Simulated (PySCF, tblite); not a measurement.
**C3H9ClGeO: geometry, infrared bands and NMR shifts**

Aim: predict the infrared bands and NMR shifts of C3H9ClGeO (`CC[O][GeH2][CH2]Cl`).

The runs use tblite 0.8.0 and PySCF 2.14.0, with density-fitted response routines of our own; the level of theory stands in each step. All values are computed, except where a source is named. Atoms are numbered from 0 throughout.

## 1. Starting geometry

15 atoms, charge 0, multiplicity 1; geometry from: force field or distance geometry start.

Bonds of the start (Å): C0–C1 1.49, C1–O2 1.40, O2–Ge3 1.76, Ge3–C4 1.92, C4–Cl5 1.76, C0–H6 1.13, C0–H7 1.10, C0–H8 1.11, C1–H9 1.12, C1–H10 1.13, Ge3–H11 1.58, Ge3–H12 1.56, C4–H13 1.13, C4–H14 1.14.

## 2. Geometry optimisation with GFN2-xTB

Job settings and geometry (Å):

```
{"job": {"kind": "relax", "xc": "GFN2-xTB", "basis": "xTB"}, "charge": 0, "multiplicity": 1}
C     -2.526900     0.230500    -0.318300
C     -1.082200     0.002400    -0.013200
O     -0.426000    -0.810200    -0.941800
Ge     1.250600    -0.962900    -0.420500
C      2.284600     0.645300    -0.537200
Cl     2.268100     1.519500     0.994100
H     -2.598600     0.605400    -1.379200
H     -3.073400    -0.727600    -0.253500
H     -3.013300     0.919200     0.404000
H     -0.535800     0.976000     0.102700
H     -1.002100    -0.552900     0.967100
H      1.203200    -1.406400     1.098400
H      1.976500    -2.135000    -1.142700
H      3.347900     0.340400    -0.744200
H      1.922900     1.364300    -1.343100
```

Command:

```console
$ OMP_NUM_THREADS=1 python probes_run.py task.json out
```

One launch serves the whole session: the jobs run in the order shown.

Output:

```text
step      E/eV     max force
  0    -586.02665    2.414
  1    -586.25340    1.250
  2    -586.31314    0.492
  3    -586.34066    0.536
  4    -586.37093    0.455
  5    -586.39136    0.445
  6    -586.41203    0.471
  7    -586.42742    0.489
  8    -586.44361    0.305
  9    -586.45852    0.335
 10    -586.47234    0.322
 11    -586.48320    0.288
 12    -586.49284    0.274
 13    -586.50371    0.336
 14    -586.51754    0.358
 15    -586.53142    0.360
 16    -586.54185    0.276
 17    -586.55013    0.232
 18    -586.55791    0.263
 19    -586.56570    0.258
 20    -586.57299    0.182
 21    -586.57931    0.208
 22    -586.58475    0.162
 23    -586.58922    0.191
 24    -586.59295    0.177
 25    -586.59574    0.113
 26    -586.59731    0.089
 27    -586.59833    0.076
 28    -586.59945    0.107
 29    -586.60067    0.123
 30    -586.60172    0.095
 31    -586.60243    0.079
 32    -586.60298    0.073
 33    -586.60354    0.075
 34    -586.60408    0.078
 35    -586.60449    0.054
 36    -586.60478    0.034
 37    -586.60501    0.039
 38    -586.60521    0.046
 39    -586.60538    0.035
 40    -586.60552    0.025
 41    -586.60565    0.033
 42    -586.60579    0.041
 43    -586.60595    0.045
 44    -586.60610    0.026
 45    -586.60621    0.019
 46    -586.60628    0.018
 47    -586.60633    0.021
 48    -586.60638    0.019
 49    -586.60642    0.013
 50    -586.60646    0.014
 51    -586.60649    0.013
 52    -586.60653    0.013
 53    -586.60657    0.015
 54    -586.60661    0.016
 55    -586.60666    0.019
 56    -586.60672    0.018
 57    -586.60680    0.019
 58    -586.60689    0.018
 59    -586.60694    0.013
 60    -586.60697    0.013
 61    -586.60700    0.013
 62    -586.60704    0.017
 63    -586.60709    0.020
 64    -586.60714    0.016
 65    -586.60717    0.015
 66    -586.60719    0.012
 67    -586.60722    0.011
 68    -586.60724    0.010
 69    -586.60725    0.007
```

Run time: 0.45 s. Hardware: 1 thread of Arm Neoverse V1, shared host; peak memory 0.18 GiB.

The steps of the relaxation: (not every step is listed)

```
step  energy from step 0 (eV)  largest force (eV/Å)
   0                   0.0000                2.4141
   1                  -0.2268                1.2497
   2                  -0.2865                0.4921
   3                  -0.3140                0.5364
   4                  -0.3443                0.4553
   5                  -0.3647                0.4454
   6                  -0.3854                0.4710
   7                  -0.4008                0.4888
   8                  -0.4170                0.3052
  13                  -0.4771                0.3361
  18                  -0.5313                0.2633
  23                  -0.5626                0.1911
  28                  -0.5728                0.1066
  33                  -0.5769                0.0748
  38                  -0.5786                0.0457
  43                  -0.5793                0.0451
  48                  -0.5797                0.0186
  53                  -0.5799                0.0147
  58                  -0.5802                0.0185
  63                  -0.5804                0.0195
  64                  -0.5805                0.0158
  65                  -0.5805                0.0152
  66                  -0.5805                0.0121
  67                  -0.5806                0.0113
  68                  -0.5806                0.0100
  69                  -0.5806                0.0071
```

Close pairs (by a distance rule), those that changed most:

```
   bond  before (Å)  after (Å)  change (Å)
 Ge3–C4       1.915      1.999      +0.083
Ge3–H11       1.583      1.510      -0.073
Ge3–H12       1.556      1.499      -0.057
 C4–H14       1.139      1.088      -0.051
  C0–H6       1.127      1.087      -0.041
 C4–H13       1.125      1.086      -0.040
 C1–H10       1.129      1.096      -0.033
  C1–H9       1.122      1.096      -0.027
```

The end geometry stands in the next job.

## 3. Vibrational analysis with GFN2-xTB

Job settings and geometry (Å):

```
{"job": {"kind": "ir", "xc": "GFN2-xTB", "basis": "xTB"}, "charge": 0, "multiplicity": 1}
C     -2.544962     0.161508    -0.406311
C     -1.151560     0.142441     0.200982
O     -0.346128    -0.753304    -0.549664
Ge     1.352810    -1.083107    -0.367070
C      2.398895     0.608775    -0.561697
Cl     2.199814     1.495986     0.967942
H     -2.491404     0.486266    -1.442011
H     -2.974555    -0.836315    -0.380022
H     -3.183403     0.842649     0.149835
H     -0.722998     1.150763     0.180166
H     -1.199995    -0.184591     1.246051
H      1.645170    -1.667450     0.994605
H      1.529230    -2.054676    -1.494888
H      3.463912     0.454336    -0.705827
H      2.020760     1.244708    -1.359658
```

Output:

```text
mode    cm-1     km/mol
  1      17.5      0.93
  2      50.5      2.53
  3      69.3      4.64
  4     129.4      2.02
  5     145.0      0.97
  6     202.0      5.93
  7     225.5     10.39
  8     304.6      5.64
  9     442.4     50.12
 10     549.1     70.28
 11     573.1     48.86
 12     625.7     27.21
 13     651.5    139.40
 14     708.6     39.64
 15     736.1    161.01
 16     768.0    160.57
 17     830.6      4.51
 18     940.4     32.07
 19    1066.6      7.83
 20    1078.8     58.42
 21    1113.2     60.74
 22    1142.2      9.93
 23    1150.1      1.10
 24    1261.5      1.92
 25    1339.5      5.40
 26    1399.0      7.32
 27    1406.8      5.95
 28    1475.0      3.40
 29    1485.8      1.50
 30    1495.3      3.06
 31    1906.1    226.00
 32    2011.5    489.30
 33    2891.4     49.75
 34    2913.1     47.00
 35    2978.3      4.75
 36    3005.6      2.96
 37    3042.2     23.77
 38    3046.3     27.37
 39    3050.3     23.01
```

Wall time 0.48 s (1 thread of Arm Neoverse V1, shared host); peak memory 0.18 GiB.

Which atoms move in the most intense modes:

```
cm⁻¹  km/mol                                  atoms
 549    70.3            C4 39 %, Ge3 15 %, H12 11 %
 652   139.4                     H12 66 %, H14 11 %
 736   161.0  H11 33 %, C4 19 %, H14 16 %, H13 16 %
 768   160.6                     H11 50 %, H12 45 %
1079    58.4              C1 47 %, C0 24 %, O2 12 %
1113    60.7     C1 33 %, H8 15 %, C0 14 %, O2 13 %
1906   226.0                               H11 90 %
2012   489.3                               H12 90 %
```

## 4. Nuclear shieldings: PBE0/pcSseg-1

Same as in step 3 but for these lines:

```diff
@@ -1,2 +1,2 @@
-{"job": {"kind": "ir", "xc": "GFN2-xTB", "basis": "xTB"}, "charge": 0, "multiplicity": 1}
+{"job": {"kind": "nmr", "xc": "PBE0", "basis": "pcSseg-1"}, "charge": 0, "multiplicity": 1}
 C     -2.544962     0.161508    -0.406311
```

With the program's defaults for keys left out, this is: GIAO PBE0/pcSseg-1 NMR shielding, non-relativistic, gas phase.

Output:

```text
coarse grid: 56704 points
cycle   1  E = -2731.1226668267  dE = -1.878e-01  |g| = 1.106e+00  |ddm| = 3.434e+00
cycle   2  E = -2730.8608240047  dE =  2.618e-01  |g| = 1.590e+00  |ddm| = 1.830e+00
cycle   3  E = -2731.2461933738  dE = -3.854e-01  |g| = 2.941e-01  |ddm| = 1.433e+00
cycle   4  E = -2731.2610639520  dE = -1.487e-02  |g| = 7.300e-02  |ddm| = 2.347e-01
cycle   5  E = -2731.2616865742  dE = -6.226e-04  |g| = 1.275e-02  |ddm| = 5.676e-02
cycle   6  E = -2731.2617144280  dE = -2.785e-05  |g| = 4.275e-03  |ddm| = 1.414e-02
cycle   7  E = -2731.2617183880  dE = -3.960e-06  |g| = 1.053e-03  |ddm| = 4.133e-03
final grid: 117968 points
cycle   8  E = -2731.2617352598  dE =  1.480e-07  |g| = 1.356e-03  |ddm| = 2.411e-03
cycle   9  E = -2731.2617348282  dE =  4.316e-07  |g| = 1.903e-03  |ddm| = 2.713e-03
cycle  10  E = -2731.2617357100  dE = -8.818e-07  |g| = 1.142e-04  |ddm| = 1.588e-03
cycle  11  E = -2731.2617357126  dE = -2.534e-09  |g| = 2.207e-05  |ddm| = 9.516e-05
cycle  12  E = -2731.2617357126  dE = -6.639e-11  |g| = 5.915e-06  |ddm| = 1.779e-05
converged SCF energy = -2731.2617357126

GIAO shielding tensors (ppm)
atom      isotropic    diamagn.    paramagn.     s11        s22        s33       span
  0 C      165.680     246.746     -81.065    147.374    163.608    186.059     38.685
  1 C      119.189     244.666    -125.478     87.496    105.330    164.741     77.245
  2 O      305.571     402.693     -97.122    269.550    309.001    338.163     68.614
  3 Ge    1347.312    2754.915   -1407.603   1249.411   1314.766   1477.760    228.349
  4 C      151.291     252.523    -101.232    133.257    142.465    178.151     44.894
  5 Cl     912.882    1147.687    -234.805    811.647    848.453   1078.546    266.900
  6 H       30.277      29.459       0.819     26.467     28.947     35.418      8.951
  7 H       30.248      28.794       1.453     26.409     28.502     35.833      9.424
  8 H       30.748      28.075       2.674     26.715     27.805     37.726     11.011
  9 H       27.429      31.887      -4.458     20.276     30.724     31.287     11.011
 10 H       27.729      30.995      -3.266     22.699     27.929     32.558      9.860
 11 H       26.542      28.558      -2.016     20.514     22.038     37.074     16.559
 12 H       26.659      28.845      -2.186     19.395     21.876     38.706     19.312
 13 H       28.661      28.914      -0.253     22.391     27.515     36.077     13.686
 14 H       28.340      30.708      -2.368     23.659     26.853     34.508     10.849
```

Wall time 26 s (1 thread of Arm Neoverse V1, shared host); peak memory 0.76 GiB.

Shifts follow as δ = σ(reference) − σ, with reference shieldings (ppm) from runs at the same level and on the same kind of geometry: ¹H TMS 31.72, ¹³C TMS 186.9, ¹⁷O H2O 336.1, ⁷³Ge GeMe4 1331, ³⁵Cl HCl 950. The references are single molecules in the gas phase, so shifts against H2O, NH3, PH3, H3PO4 or CFCl3 are not on the usual liquid scales and can be off by tens of ppm. Atoms listed in one row are averaged.

```
     atoms                                 environment  σ (ppm)  δ (ppm)
        C1                         sp3 CH2 bonded to O    119.2     67.7
        C4                 sp3 CH2 bonded to Cl and Ge    151.3     35.6
        C0                               methyl carbon    165.7     21.2
  H11, H12      hydrogen on a germanium bonded to C, O    26.60     5.12
   H9, H10          hydrogen on an sp3 CH2 bonded to O    27.58     4.14
  H13, H14  hydrogen on an sp3 CH2 bonded to Cl and Ge    28.50     3.22
H6, H7, H8                 hydrogen on a methyl carbon    30.42     1.29
        O2                      oxygen bonded to C, Ge    305.6     30.5
       Ge3               germanium bonded to C, O, 2 H     1347      -16
       Cl5                        chlorine bonded to C      913       37
```

Charges from the same density, by scheme (e):

```
atoms  Mulliken    IAO  Hirshfeld  ESP fit
   C0     -0.28  -0.42      -0.12    -0.47
   C1      0.04  -0.04       0.00     0.44
   O2     -0.73  -0.62      -0.24    -0.51
  Ge3      0.73   0.88       0.41     0.59
   C4     -0.47  -0.52      -0.12    -0.45
  Cl5     -0.16  -0.10      -0.06    -0.14
```

Mayer bond orders: C0–C1 1.07, C1–O2 0.88, O2–Ge3 0.86, Ge3–C4 0.84, C4–Cl5 0.94.

## 5. Summary of results

```
                                                              quantity                       value
                             strongest single infrared mode (GFN2-xTB)       2012 cm⁻¹, 489 km/mol
                                          zero-point energy (GFN2-xTB)               68.9 kcal/mol
                                ¹³C shifts against TMS (PBE0/pcSseg-1)        67.7, 35.6, 21.2 ppm
¹H shifts against TMS (PBE0/pcSseg-1, means over atoms taken as alike)  5.12, 4.14, 3.22, 1.29 ppm
                                ¹⁷O shifts against H2O (PBE0/pcSseg-1)                    30.5 ppm
                             ⁷³Ge shifts against GeMe4 (PBE0/pcSseg-1)                     -16 ppm
                               ³⁵Cl shifts against HCl (PBE0/pcSseg-1)                      37 ppm
```

In words: The optimisation took 69 steps and gained 0.581 eV; among the close pairs (by a distance rule), Ge3–C4 changed most, from 1.915 to 1.999 Å. All 39 modes are real, so the xTB geometry is a minimum. The strongest single mode, at 2012 cm⁻¹, moves mainly H12. GFN2-xTB is a fitted tight-binding method: band positions and strengths are rough. Its intensities can rank the bands wrongly. C1 (sp3 CH2 bonded to O) lies farthest downfield among carbon, at 67.7 ppm; pulled downfield by the heteroatom. At PBE0/pcSseg-1: The widest tensor belongs to Cl5: span 267 ppm, with a paramagnetic part of -235 ppm. Spin-orbit coupling is left out, which matters for shieldings and couplings at and beside the heavy atoms.
